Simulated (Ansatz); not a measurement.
# CH₅SSb: how energies converge with the basis set

One table from this session's results is given with a row withheld; the runs are named, their logs left out.

The runs use Ansatz 0.2.0, Gaussian basis; one geometry, several basis sets.

Levels to be run: PBE0-D4/def2-SVP; ωB97M-V/def2-SVP; PBE0-D4/def2-QZVPP; ωB97M-V/def2-QZVPP; the functionals' def2-TZVPP values are taken from earlier runs.

**Structure used throughout**

All runs share one geometry, relaxed beforehand with PBE0-D4 in a triple-zeta def2 set. Sb takes the def2 core potential; no spin-orbit term is included.

SMILES `[CH3][SbH][SH]`, 8 atoms, charge 0, spin multiplicity 1.

Atoms are counted from 1 here; the program's logs count them from 0.

Bond lengths: C1–Sb2 2.155 Å, C1–H4 1.090 Å, C1–H5 1.089 Å, C1–H6 1.092 Å, Sb2–S3 2.429 Å, Sb2–H7 1.715 Å, S3–H8 1.343 Å. Angles: Sb2–C1–H4 108.5°, Sb2–C1–H5 110.7°, Sb2–C1–H6 108.9°, H4–C1–H5 109.7°, H4–C1–H6 109.4°, H5–C1–H6 109.6°, C1–Sb2–S3 97.3°, C1–Sb2–H7 93.2°, S3–Sb2–H7 95.5°, Sb2–S3–H8 96.2°.

The first run:

File in.yaml:

```yaml
crystal:
  periodic: [false, false, false]
  atoms:
    - {symbol: C, position_ang: [-0.724000, 0.806223, -0.383962]}
    - {symbol: Sb, position_ang: [1.341323, 0.192337, -0.437228]}
    - {symbol: S, position_ang: [1.388770, -0.922610, 1.720267]}
    - {symbol: H, position_ang: [-0.828991, 1.601748, 0.353183]}
    - {symbol: H, position_ang: [-1.367239, -0.030386, -0.115915]}
    - {symbol: H, position_ang: [-1.006382, 1.185205, -1.367912]}
    - {symbol: H, position_ang: [0.998926, -1.220833, -1.345903]}
    - {symbol: H, position_ang: [0.289792, -1.668883, 1.521669]}
basis:
  gaussian: {orbitals: def2-SVP}
hamiltonian: {xc: pbe0, dispersion: d4}
output: {orbitals: {seedname: orbitals}}
```

Run with:

```
$ ansatz run in.yaml --threads 2 --pin off --events-out ev --progress --plain --max-ram 4352MiB
```

Steps of the session up to this table: PBE0-D4 in def2-SVP; ωB97M-V in def2-SVP; PBE0-D4 in def2-QZVPP; ωB97M-V in def2-QZVPP.

One table of the session follows, with a row left open; its other results are not shown here.

It belongs to the step «Density functionals: the series». 

| functional | basis | HOMO (eV) |
| --- | --- | --- |
| PBE0-D4 | def2-SVP | -6.97 |
| PBE0-D4 | def2-TZVPP | -7.13 |
| PBE0-D4 | def2-QZVPP | -7.16 |
| ωB97M-V | def2-SVP | -9.11 |
| ωB97M-V | def2-TZVPP | ? |
| ωB97M-V | def2-QZVPP | -9.32 |

**Question.** Estimate the row for ωB97M-V, def2-TZVPP.

The run gave: HOMO (eV): -9.28. In the column «HOMO (eV)» it lies between ωB97M-V, def2-QZVPP (-9.32) and ωB97M-V, def2-SVP (-9.11).
